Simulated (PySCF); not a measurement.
# C5H4F3NS: the cost of one run

Programs: PySCF 2.14.0, with routines of our own; each step states its level. All values are computed. Atoms count from 0.

## Step 1: The system as given

14 atoms, charge 0, multiplicity 1; geometry from: GFN2-xTB.

## Step 2: Magnetic properties: GIAO PBE/pcSseg-1

The job: settings as JSON, then the geometry in Å.

```
{"job": {"kind": "mag", "xc": "PBE", "basis": "pcSseg-1", "isotopologues": 0}, "charge": 0, "multiplicity": 1}
C      2.427370    -0.699581    -0.374762
S      0.645543    -0.983604    -0.597763
C     -0.049669     0.386072     0.240661
C      0.849766     1.299967     0.836556
N      1.597818     2.026058     1.309908
C     -1.374531     0.611043     0.345435
C     -2.396800    -0.295946    -0.252507
F     -3.638358     0.147853    -0.021949
F     -2.275214    -0.418453    -1.588074
F     -2.340784    -1.548289     0.239415
H      2.917159    -1.526714    -0.879969
H      2.679970    -0.707886     0.681195
H      2.718388     0.240891    -0.832640
H     -1.761335     1.468116     0.872327
```

Level: GIAO PBE/pcSseg-1 magnetisability, rotational g tensor and spin-rotation constants, non-relativistic, gas phase.

Command:

```sh
$ OMP_NUM_THREADS=1 python excited_run.py task.json out
```

The driver reads the jobs from task.json and runs them one after another.

Q: Estimate the wall time and peak memory of this first job on 1 thread of Arm Neoverse V2, shared host.

About 52 s, with a peak of 0.7 GiB.
